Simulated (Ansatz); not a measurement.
# InSbO: the cost of one run

Method: DFT PBE, scalar-relativistic, plane waves, PAW, in Ansatz 0.2.0.

## Step 1: The starting structure

The structure is hexagonal, space group P6/mmm (No. 191). Conventional cell: a = 4.728 Å, b = 4.728 Å, c = 7.220 Å, α = 90.00°, β = 90.00°, γ = 120.00°. In (site symmetry -6m2) is surrounded by 3 O at 2.73 Å and 3 In at 2.73 Å. Around Sb (site symmetry -6m2) lie 3 O at 2.73 Å and 3 Sb at 2.73 Å. O (site symmetry 6/mmm) has 6 In at 2.73 Å in its first shell of neighbours. Around O (site symmetry 6/mmm) lie 6 Sb at 2.73 Å.

Coordinates:

```
CELL_PARAMETERS angstrom
4.72843 0.00000 0.00000
-2.36422 4.09494 0.00000
0.00000 0.00000 7.21976
ATOMIC_POSITIONS crystal
In 0.33333 0.66667 0.50000
In 0.66667 0.33333 0.50000
Sb 0.33333 0.66667 0.00000
Sb 0.66667 0.33333 0.00000
O 0.00000 0.00000 0.50000
O 0.00000 0.00000 0.00000
```

A structure generator made this guess: random cell by space group and Wyckoff sites (P6/mmm, No. 191). Its size is a rough estimate.

## Step 2: The guess as it stands, on a coarse mesh

Input file input.yaml:

```yaml
crystal:
  lattice:
    - [4.72843266, 0.0, 0.0]
    - [-2.36421633, 4.09494281, 0.0]
    - [0.0, 0.0, 7.21976001]
  atoms:
    - { symbol: In, position: [0.33333333, 0.66666667, 0.5] }
    - { symbol: In, position: [0.66666667, 0.33333333, 0.5] }
    - { symbol: Sb, position: [0.33333333, 0.66666667, 0.0] }
    - { symbol: Sb, position: [0.66666667, 0.33333333, 0.0] }
    - { symbol: O, position: [0.0, 0.0, 0.5] }
    - { symbol: O, position: [0.0, 0.0, 0.0] }
basis:
  ecutwfc: 420
kpoints:
  mp_grid: { grid: [6, 6, 4] }
hamiltonian:
  xc: pbe
scf:
  occupations: { method: gaussian, width: 0.1 }
  lower_state_search: "off"
output:
  forces: true
  stress: true
  eigenvalues: true
```

Started as:

```sh
ansatz run input.yaml --threads 1 --pin off --max-ram 2560MiB --backend cpu --events-out ev --progress --plain --runs-dir out
```

**Question.** How long does this run take on 1 thread of Intel Xeon Platinum 8488C (Sapphire Rapids), shared host, and how much memory does it need?

About 5.8 s, with a peak of 0.49 GiB.
